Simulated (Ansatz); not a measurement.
Debugging a rigid scan of one bond length of CH5SeSi, SMILES C[SiH][SeH] (Ansatz's Python interface).

Run as a notebook:

**Cell 1**
```python
import warnings

import ansatz as az
from ase import Atoms
import numpy as np
```

**Cell 2**
```python
BASIS_SET = "def2-SVP"
FUNCTIONAL = "r2scan0"
```

**Cell 3**
```python
warnings.simplefilter("ignore", az.DeckWarning)
```

**Cell 4**
```python
atoms = Atoms(["C", "Si", "Se", "H", "H", "H", "H"], positions=[
    (-0.6233, 0.7658, -0.1777),
    (1.007, -0.0003, -0.1915),
    (0.811, -2.0912, 0.6794),
    (-0.5179, 1.8415, -0.6216),
    (-1.0479, 0.8678, 0.8338),
    (-1.3726, 0.2217, -0.8023),
    (1.9655, 0.8065, 0.6244),
])
mol = az.Crystal.molecule_from_ase(atoms)
```

**Cell 5**
```python
symbols = [site.symbol for site in mol.cartesian_sites]
start = np.array([site.position_ang for site in mol.cartesian_sites])
axis = (start[0] - start[1]) / np.linalg.norm(start[0] - start[1])
moving = [0, 3, 4, 5]
lengths, energies = [1.585, 1.657, 1.729, 1.801, 1.873, 1.945, 2.018, 2.126], []
for length in lengths:
    xyz = start.copy()
    xyz[moving] += (length - np.linalg.norm(start[0] - start[1])) * axis
    point = az.Crystal.molecule()
    for symbol, place in zip(symbols, xyz):
        point = point.atom(symbol, place.tolist())
    calculation = point.calculation().basis(gaussian=BASIS_SET).functional(FUNCTIONAL).spin("collinear", total=1)
    summary = calculation.run().report
    energies.append(summary["free_energy_ev"])
    print(f"r = {length:6.3f} A  E = {energies[-1]:.5f} eV  <S^2> = {abs(summary['mean_field']['state']['spin_squared']):.3f}")
```
Output:
```text
Traceback (most recent call last):
  File "<cell 5>", line 13, in <module>
    summary = calculation.run().report
              ~~~~~~~~~~~~~~~^^
  ...
ansatz.GaussianBasisError: a molecule whose nuclei and cores have a total charge of 58 cannot have a net charge of 0 together with 1 unpaired electrons
```

Why does it end like this?

The fault: an atom is missing. The correction:

```diff
--- before
+++ after
@@
 # %%
-atoms = Atoms(["C", "Si", "Se", "H", "H", "H", "H"], positions=[
+atoms = Atoms(["C", "Si", "Se", "H", "H", "H", "H", "H"], positions=[
     (-0.6233, 0.7658, -0.1777),
@@
     (1.9655, 0.8065, 0.6244),
+    (-0.1297, -2.4689, -0.4004),
 ])
```

Run as a notebook:

(earlier cells as before)

In [4]:
```python
atoms = Atoms(["C", "Si", "Se", "H", "H", "H", "H", "H"], positions=[
    (-0.6233, 0.7658, -0.1777),
    (1.007, -0.0003, -0.1915),
    (0.811, -2.0912, 0.6794),
    (-0.5179, 1.8415, -0.6216),
    (-1.0479, 0.8678, 0.8338),
    (-1.3726, 0.2217, -0.8023),
    (1.9655, 0.8065, 0.6244),
    (-0.1297, -2.4689, -0.4004),
])
mol = az.Crystal.molecule_from_ase(atoms)
```

In [5]:
```python
symbols = [site.symbol for site in mol.cartesian_sites]
start = np.array([site.position_ang for site in mol.cartesian_sites])
axis = (start[0] - start[1]) / np.linalg.norm(start[0] - start[1])
moving = [0, 3, 4, 5]
lengths, energies = [1.585, 1.657, 1.729, 1.801, 1.873, 1.945, 2.018, 2.126], []
for length in lengths:
    xyz = start.copy()
    xyz[moving] += (length - np.linalg.norm(start[0] - start[1])) * axis
    point = az.Crystal.molecule()
    for symbol, place in zip(symbols, xyz):
        point = point.atom(symbol, place.tolist())
    calculation = point.calculation().basis(gaussian=BASIS_SET).functional(FUNCTIONAL).spin("collinear", total=1)
    summary = calculation.run().report
    energies.append(summary["free_energy_ev"])
    print(f"r = {length:6.3f} A  E = {energies[-1]:.5f} eV  <S^2> = {abs(summary['mean_field']['state']['spin_squared']):.3f}")
```
```text
r =  1.585 A  E = -74330.91513 eV  <S^2> = 0.753
r =  1.657 A  E = -74331.54627 eV  <S^2> = 0.753
r =  1.729 A  E = -74331.92639 eV  <S^2> = 0.753
r =  1.801 A  E = -74332.12207 eV  <S^2> = 0.753
r =  1.873 A  E = -74332.18316 eV  <S^2> = 0.753
r =  1.945 A  E = -74332.14683 eV  <S^2> = 0.753
r =  2.018 A  E = -74332.03896 eV  <S^2> = 0.754
r =  2.126 A  E = -74331.79229 eV  <S^2> = 0.754
```

In [6]:
```python
# quartic fit about the minimum
fit = np.polynomial.Polynomial.fit(lengths, np.array(energies) - min(energies), 4).convert()
roots = [r.real for r in fit.deriv().roots() if abs(r.imag) < 1e-9 and fit.deriv(2)(r.real) > 0]
r_e = min(roots, key=lambda r: abs(r - lengths[int(np.argmin(energies))]))
print(f"minimum of the fit at {r_e:.4f} A, force constant {fit.deriv(2)(r_e):.2f} eV/A^2")
```
```text
minimum of the fit at 1.8775 A, force constant 18.01 eV/A^2
```

What to keep in mind:
- Total energies depend on the basis set; only differences at equal settings carry meaning.
- The rest of the molecule is held rigid at a force-field or estimated start geometry, and the basis set is modest; single-reference methods fail as a bond breaks.
- The species is open-shell (spin multiplicity 2).
- Spin-orbit coupling of the heavy open-shell atom is left out.
- Hardware and time: 65 s on 1 thread of Arm Neoverse V2, with other jobs on the host, peak memory 0.36 GiB.

(Lines on the test bed's own set-up are left out of the output.)
